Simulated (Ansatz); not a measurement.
**CH₇GaO₄: a ladder of functionals and wavefunction methods**

An exercise on one series of results from a longer session: the logs are not shown, and one member is left open.

Method: functionals in def2-TZVPP, the program's frozen cores in correlated methods; program: Ansatz 0.2.0, Gaussian basis.

Plan: LDA (SPW92), PBE-D4, revPBE-D4, BLYP-D4, r2SCAN-D4, B97M-V, PBE0-D4, B3LYP-D4, r2SCANh-D4, r2SCAN0-D4, HSE06-D4, BHLYP-D4, CAM-B3LYP-D4, LC-ωPBE, ωB97X-V, ωB97M-V, B2PLYP, PBE-QIDH; CCSD(T)/def2-SVP; MP2/def2-TZVPP; MP2/def2-QZVPP; RPA on PBE.

## The geometry

An earlier PBE0-D4 in a triple-zeta def2 set relaxation fixed the geometry.

SMILES `C[OH+][Ga-]([OH])([OH])[OH]`, 13 atoms, charge 0, spin multiplicity 1.

Atoms are counted from 1 here; the program's logs count them from 0.

Bond lengths: C1–O2 1.431 Å, C1–H7 1.091 Å, C1–H8 1.090 Å, C1–H9 1.088 Å, O2–Ga3 2.089 Å, O2–H10 0.968 Å, Ga3–O4 1.795 Å, Ga3–O5 1.821 Å, Ga3–O6 1.789 Å, O4–H11 0.959 Å, O5–H12 0.957 Å, O6–H13 0.958 Å. Angles: O2–C1–H7 109.6°, O2–C1–H8 110.9°, O2–C1–H9 106.7°, H7–C1–H8 111.1°, H7–C1–H9 109.5°, H8–C1–H9 108.9°, C1–O2–Ga3 121.3°, C1–O2–H10 111.4°, Ga3–O2–H10 97.3°, O2–Ga3–O4 100.2°, O2–Ga3–O5 85.2°, O2–Ga3–O6 106.2°, O4–Ga3–O5 116.5°, O4–Ga3–O6 116.3°, O5–Ga3–O6 122.6°, Ga3–O4–H11 111.8°, Ga3–O5–H12 115.8°, Ga3–O6–H13 113.1°.

Geometry (Å):

```
C     1.0154   -1.6117    0.4918
O     1.0071   -0.2341    0.1052
Ga   -0.7758    0.8473   -0.0153
O    -1.9661   -0.4917    0.0889
O    -0.2081    1.3016   -1.6853
O    -0.7548    1.9963    1.3555
H     2.0138   -2.0261    0.3461
H     0.2703   -2.1778   -0.0680
H     0.7600   -1.6405    1.5487
H     1.2805   -0.1237   -0.8167
H    -2.3489   -0.6945   -0.7664
H    -0.2709    2.2306   -1.9082
H    -0.0021    2.5894    1.3384
```

Set-up of the first run:

The input, in.yaml:

```yaml
crystal:
  periodic: [false, false, false]
  atoms:
    - {symbol: C, position_ang: [1.015352, -1.611685, 0.491846]}
    - {symbol: O, position_ang: [1.007062, -0.234083, 0.105248]}
    - {symbol: Ga, position_ang: [-0.775804, 0.847292, -0.015348]}
    - {symbol: O, position_ang: [-1.966064, -0.491668, 0.088905]}
    - {symbol: O, position_ang: [-0.208073, 1.301649, -1.685271]}
    - {symbol: O, position_ang: [-0.754828, 1.996281, 1.355487]}
    - {symbol: H, position_ang: [2.013793, -2.026115, 0.346124]}
    - {symbol: H, position_ang: [0.270269, -2.177783, -0.067982]}
    - {symbol: H, position_ang: [0.760025, -1.640515, 1.548685]}
    - {symbol: H, position_ang: [1.280492, -0.123677, -0.816666]}
    - {symbol: H, position_ang: [-2.348917, -0.694478, -0.766371]}
    - {symbol: H, position_ang: [-0.270942, 2.230600, -1.908177]}
    - {symbol: H, position_ang: [-0.002066, 2.589381, 1.338419]}
basis:
  gaussian: {orbitals: def2-TZVPP}
hamiltonian: {xc: lda}
output: {orbitals: {seedname: orbitals}}
```

Started as:

```console
> ansatz run in.yaml --threads 4 --pin off --events-out ev --progress --plain --max-ram 11315MiB
```

Among the steps run: LDA; PBE-D4 (GGA); revPBE-D4 (GGA); BLYP-D4 (GGA); r2SCAN-D4 (meta-GGA); B97M-V (meta-GGA); B3LYP-D4 (hybrid); r2SCANh-D4 (hybrid); r2SCAN0-D4 (hybrid); HSE06-D4 (hybrid); BHLYP-D4 (hybrid); CAM-B3LYP-D4 (range-separated); LC-ωPBE (range-separated); ωB97X-V (range-separated); ωB97M-V (range-separated); B2PLYP (double hybrid); PBE-QIDH (double hybrid).

One of the session's tables, all rows but one given; the rest of the session is left out.

It belongs to the step «Frontier levels by functional». 

| functional | HOMO (eV) | gap (eV) |
| --- | --- | --- |
| LDA (SPW92) | -6.64 | 5.30 |
| PBE-D4 | -6.40 | 5.32 |
| revPBE-D4 | -6.32 | 5.37 |
| BLYP-D4 | -6.31 | 5.22 |
| r2SCAN-D4 | -6.77 | 6.18 |
| B97M-V | -6.85 | 5.94 |
| PBE0-D4 | -8.12 | 7.97 |
| B3LYP-D4 | ? | ? |
| r2SCANh-D4 | -7.42 | 7.13 |
| r2SCAN0-D4 | -8.40 | 8.55 |
| HSE06-D4 | -7.71 | 7.18 |
| BHLYP-D4 | -9.79 | 10.36 |
| CAM-B3LYP-D4 | -9.65 | 10.31 |
| LC-ωPBE | -11.02 | 13.07 |
| ωB97X-V | -10.67 | 12.47 |
| ωB97M-V | -10.62 | 12.06 |

Estimate the missing values for B3LYP-D4.

Worked estimate for «HOMO (eV)». Against the share of exact exchange, BLYP-D4 (0, -6.31), BHLYP-D4 (0.5, -9.79) give a slope of -6.96 per unit share; at 0.2 the line stands at -7.70.

The run gave: HOMO (eV): -7.85; gap (eV): 7.32. In «HOMO (eV)» the line misses by +0.15.
